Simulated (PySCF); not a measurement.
# C4BrF7O (2‐bromotetrafluoroethyl trifluorovinyl ether): the cost of one run

Programs: PySCF 2.14.0, with routines of our own; each step states its level. All values are computed. Atoms count from 0.

## 1. The system as given

13 atoms, charge 0, multiplicity 1; geometry from: GFN2-xTB.

## 2. Optimising the geometry at PBE0-D3(BJ)/def2-SVP

Job settings and geometry (Å):

```
{"job": {"xc": "PBE0", "basis": "def2-SVP", "d3": "d3bj", "grid": 1, "maxiter": 30, "shake": 0.01, "kind": "geom"}, "charge": 0, "multiplicity": 1}
F     -1.446920     2.448650     2.426970
C     -1.103270     1.346970     1.847070
F     -0.994860     0.366290     2.706810
C     -0.873690     1.201250     0.536470
F     -1.028640     2.207110    -0.323570
O     -0.603620    -0.006240    -0.031200
C      0.684610    -0.206280    -0.469870
F      1.588880     0.026610     0.506250
F      1.006480     0.640930    -1.446030
C      0.779710    -1.666910    -0.957110
F      1.987220    -1.910450    -1.446630
F      0.580420    -2.504240     0.051730
Br    -0.570490    -1.960590    -2.347270
```

The run is started by

```console
OMP_NUM_THREADS=2 python heavy_run.py task.json out
```

This one command runs all jobs of the session in turn.

**Question.** How long does this first job take on 2 threads of Arm Neoverse V1, shared host, and how much memory does it need?

About 7.6 min, with a peak of 1.1 GiB.
